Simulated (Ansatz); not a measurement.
**SnClF (SMILES [F][Sn][Cl]): MP2/STO-3G**

What is the electronic atomisation energy of SnClF at MP2/STO-3G? 

The calculation is run with Ansatz 0.2.0.

59 further runs of the same task are left out: 12 that didn't finish, 47 set aside as unsound or not needed.

## Step 1: Starting point

The species is SnClF (3 atoms), meant as a singlet with charge 0. As SMILES, `[F][Sn][Cl]`. The shape is that of a PBE0-D4/def2-TZVP optimisation.

Bond lengths: F1–Sn2 1.935 Å, Sn2–Cl3 2.360 Å. Angles: F1–Sn2–Cl3 96.9°.

## Step 2: The energy at MP2/STO-3G

Contents of input.yaml:

```yaml
crystal:
  periodic: [false, false, false]
  atoms:
    - {symbol: F, position_ang: [-1.389600, 0.223100, -0.744400]}
    - {symbol: Sn, position_ang: [0.164300, 0.898100, 0.190700]}
    - {symbol: Cl, position_ang: [1.214300, -1.186000, 0.540500]}
basis:
  gaussian: {orbitals: STO-3G}
correlation: {method: mp2, frozen_orbitals: {Cl: 5, F: 1, Sn: 18}}
accuracy: high
```

Run with:

```bash
$ ansatz run input.yaml --threads 1 --pin off --max-ram 2610MiB --events-out events.jsonl --progress --plain --runs-dir runs
```

Log:

```text
Warning: RAYON_NUM_THREADS=1 ignored (pool sized by the plan → 1); use --threads N
Functional definition: HF
  name "HF"
  exchange = exact_x
  correlation = 0
752 factors; integrals over basis functions are off by at most 5.4e-9 eV
mean field evaluation 1: about -177306.1825 eV, gradient 1.8e1 eV
mean field evaluation 2: about -177306.2679 eV, gradient 1.8e1 eV
mean field evaluation 4: about -177308.6433 eV, gradient 1.5e0 eV
mean field evaluation 8: about -177308.6643 eV, gradient 6.8e-4 eV
mean field -177308.66428284 eV, -6515.9732282651 hartree, gradient 3.3e-8 eV, S^2 0.000000; 0 other end points of the search recorded, 0 dependent functions left out
24 core orbitals not correlated: weight in the atoms' cores, before any rotation towards them, 1.000 or more for the frozen orbitals, at most 0.000 for the correlated occupied ones
reference -177308.66428284 eV, -6515.9732282651 hartree; 14, 14 occupied and 3, 3 virtual orbitals, 752 factors
second order -1.42563800 eV of doubles, -0.00000000 eV of singles
Total energy: -177310.08992084 eV, -6516.0256194953 hartree
```

Run time: 0.93 s. Hardware: 1 thread of Arm Neoverse V1, shared host; peak memory 0.1 GiB.

## Step 3: The Cl atom

Contents of molecule.yaml:

```yaml
crystal:
  periodic: [false, false, false]
  atoms:
    - {symbol: Cl, position_ang: [0.000000, 0.000000, 0.000000]}
basis:
  gaussian: {orbitals: STO-3G}
total_charge: 0
magnetization: {spin_polarized: true, initial_magnetization: 1}
correlation: {method: mp2, frozen_orbitals: {Cl: 5}}
accuracy: high
```

Run the same way, it converges to -454.54219 Eh (log not shown).

## Step 4: The F atom

Contents of input.yaml:

```yaml
basis:
  gaussian:
    orbitals: STO-3G
crystal:
  periodic: [false, false, false]
  atoms:
    - {symbol: F, position_ang: [0.000000, 0.000000, 0.000000]}
magnetization:
  spin_polarized: true
  initial_magnetization: 1
correlation:
  method: mp2
  frozen_orbitals: {F: 1}
accuracy: high
```

Run the same way, it converges to -97.98651 Eh (log not shown).

## Step 5: The Sn atom at the same level

Contents of input.yaml:

```yaml
crystal:
  periodic: [false, false, false]
  atoms:
    - {symbol: Sn, position_ang: [0.000000, 0.000000, 0.000000]}
basis:
  gaussian:
    orbitals: STO-3G
magnetization:
  spin_polarized: true
  initial_magnetization: 2
correlation:
  method: mp2
  frozen_orbitals: {Sn: 18}
accuracy: high
```

Run the same way, it converges to -5963.21349 Eh (log not shown).

## Step 6: Results

Level: MP2/STO-3G, 24 core orbitals frozen.

| quantity | value |
| --- | --- |
| molecule: total energy | -6516.02562 Eh |
| molecule: correlation energy (24 core orbitals frozen) | -52.4 mEh |
| Cl atom: total energy | -454.54219 Eh |
| Cl atom: correlation energy (5 core orbitals frozen) | 0.0 mEh |
| Cl atom: ⟨S²⟩ of the reference determinant | 0.750 |
| F atom: total energy | -97.98651 Eh |
| F atom: correlation energy (1 core orbital frozen) | 0.0 mEh |
| F atom: ⟨S²⟩ of the reference determinant | 0.750 |
| Sn atom: total energy | -5963.21349 Eh |
| Sn atom: correlation energy (18 core orbitals frozen) | -7.4 mEh |
| Sn atom: ⟨S²⟩ of the reference determinant | 2.000 |
| electronic atomisation energy | 7.713 eV |

**Reading.** Taking the molecule apart into free atoms costs 7.71 eV (178 kcal/mol), before zero-point energy and without spin-orbit coupling. In a minimal basis such a difference can be off by several eV, whatever the method. Relativity is left out (molecule) although the molecule holds a heavy atom. Relativity is left out (Sn atom) although the molecule holds a heavy atom.
